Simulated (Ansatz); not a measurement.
# Ag: a single-point run

Wanted: a converged single-point run for Ag, and a check of what comes out. The structure is shown as the input types it.

Computed with Ansatz 0.2.0 (DFT, PBEsol, norm-conserving pseudopotentials, Ansatz's default files, scalar-relativistic (as first typed), unless a step's input says otherwise).

2 further runs of the same task are left out: 2 that didn't finish.

**1. Starting point**

The structure is monoclinic, space group C2/m (No. 12). The conventional cell has a = 5.062 Å, b = 2.922 Å, c = 4.702 Å, α = 90.00°, β = 90.00°, γ = 90.00°. Ag (site symmetry m) has 1 Ag at 2.20 Å as nearest neighbours.

Structure file:

```
Ag
1.0
     2.92230    0.00000    0.00000
    -1.46115    2.53079    0.00000
     0.00000    0.00000    4.70166
Ag
2
Direct
  0.25333 0.62667 0.19000
  0.74667 0.37333 0.81000
```

**2. The run**

The input, input.yaml:

```yaml
crystal:
  lattice:
    - [2.9222991408, 0.0, 0.0]
    - [-1.4611495704, 2.5307852934, 0.0]
    - [0.0, 0.0, 4.70166181]
  atoms:
    - { symbol: Ag, position: [0.2533333333, 0.6266666667, 0.19] }
    - { symbol: Ag, position: [0.7466666667, 0.3733333333, 0.81] }
kpoints:
  mp_grid: { grid: [12, 12, 7] }
scf:
  occupations: { method: fermi_dirac, width: 0.05 }
hamiltonian:
  xc: pbesol
  pseudopotentials: { kind: nc }
output:
  forces: true
  stress: true
  eigenvalues: true
  efg: { contact_densities: true }
  populations: true
```

On the command line:

```bash
> ansatz run input.yaml --threads 1 --pin off --max-ram 2048MiB --backend cpu --events-out ev --progress --plain --runs-dir out
```

Q: Will this input give a usable result? If not, why, and what should change?

Nothing was computed: the input was turned down at the start. The line that matters: «output.efg without hamiltonian.pseudopotentials.kind: paw|paw_fr|all_electron or hamiltonian.pseudopotentials.kind: all_electron — the all-electron EFG reconstruction needs the PAW one-centre densities; drop the efg request ...»

Look at the input: hamiltonian.pseudopotentials.kind is nc. The program refuses this combination of settings.

The cure: set hamiltonian.pseudopotentials.kind to paw.
